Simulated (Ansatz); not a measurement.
## K3Ag and its elements: a formation energy from the elements, step by step

With Ansatz's Python interface.

Notebook, run cell by cell (the value of a cell's last expression is shown):

**Cell 1**
```python
from collections import Counter
from dataclasses import dataclass

import ansatz as az
import numpy as np


@dataclass(frozen=True)
class Settings:
    xc: str = "PBEsol"
    cutoff: int = 520
    kspacing: float = 0.16
    occupations: str = "fermi_dirac"
    smearing_width: float = 0.1


opts = Settings()
```

**Cell 2**
```python
PHASES = {
    "K3Ag": (
        [[5.77775, 0.0, 0.0], [0.0, 5.77775, 0.0], [0.0, 0.0, 5.77775]],
        [
            ("K", [0.5, 0.0, 0.0]),
            ("K", [0.0, 0.5, 0.0]),
            ("K", [0.0, 0.0, 0.5]),
            ("Ag", [0.5, 0.5, 0.5]),
        ],
    ),
    "K": (
        [[-2.6125, 2.6125, 2.6125], [2.6125, -2.6125, 2.6125], [2.6125, 2.6125, -2.6125]],
        [
            ("K", [0.0, 0.0, 0.0]),
        ],
    ),
    "Ag": (
        [[0.0, 2.04275, 2.04275], [2.04275, 0.0, 2.04275], [2.04275, 2.04275, 0.0]],
        [
            ("Ag", [0.0, 0.0, 0.0]),
        ],
    ),
}
```

**Cell 3**
```python
def build(vectors, sites):
    crystal = az.Crystal(lattice=az.Lattice.of(vectors))
    for symbol, position in sites:
        crystal = crystal.atom(symbol, position)
    return crystal


def run_phase(name, crystal):
    calc = (
        crystal.calculation()
        .functional(opts.xc)
        .basis(opts.cutoff)
        .kpoints(spacing=opts.kspacing)
        .occupations(opts.occupations, width=opts.smearing_width)
        .stress()
    )
    calc = calc.relax(force_tolerance=0.02, cell=True)
    return calc.run(threads=1, pin="off")


def counts(outcome):
    return Counter(site.symbol for site in outcome.lattice.sites)
```

**Cell 4**
```python
def formation_energy(outcome, mu):
    n = counts(outcome)
    return (outcome.report["energy_sigma0_ev"] - sum(k * mu[element] for element, k in n.items())) / sum(n.values())
```

**Cell 5**
```python
def volume_per_atom(outcome):
    return abs(np.linalg.det(outcome.lattice.cell_ang)) / len(outcome.lattice.sites)
```

**Cell 6**
```python
phases = {name: build(*cell) for name, cell in PHASES.items()}
```

**Cell 7**
```python
done = {name: run_phase(name, crystal) for name, crystal in phases.items()}

# energy of one atom in its reference phase
references = {"K": "K", "Ag": "Ag"}
mu = {element: done[name].report["energy_sigma0_ev"] / len(done[name].lattice.sites) for element, name in references.items()}
```

**Cell 8**
```python
target = done["K3Ag"]
heat = formation_energy(target, mu)
n = counts(target)
print("cell content:", dict(n), " volume", round(volume_per_atom(target), 3), "A^3/atom")
print("formation energy", round(heat, 4), "eV/atom,", round(heat * sum(n.values()), 4), "eV per cell")
print("bound against the elements" if heat < 0 else "unbound against the elements")
```
Output:
```text
cell content: {<Element.K: 'K'>: 3, <Element.AG: 'Ag'>: 1}  volume 44.621 A^3/atom
formation energy 0.1799 eV/atom, 0.7196 eV per cell
unbound against the elements
```

Reading the output:
- The cells come from databases of deposited and of computed structures, and not all need be stable phases.
- The compound is the structure given, not necessarily its lowest; energies are at zero temperature, with no correction for gases. A semilocal functional's error on such energies is often 0.05 to 0.1 eV an atom, and 0.1 to 0.3 eV against gases such as O2 or F2.
- The whole script took 41 s on 1 thread of Arm Neoverse V2 (shared host), peak memory 0.55 GiB.
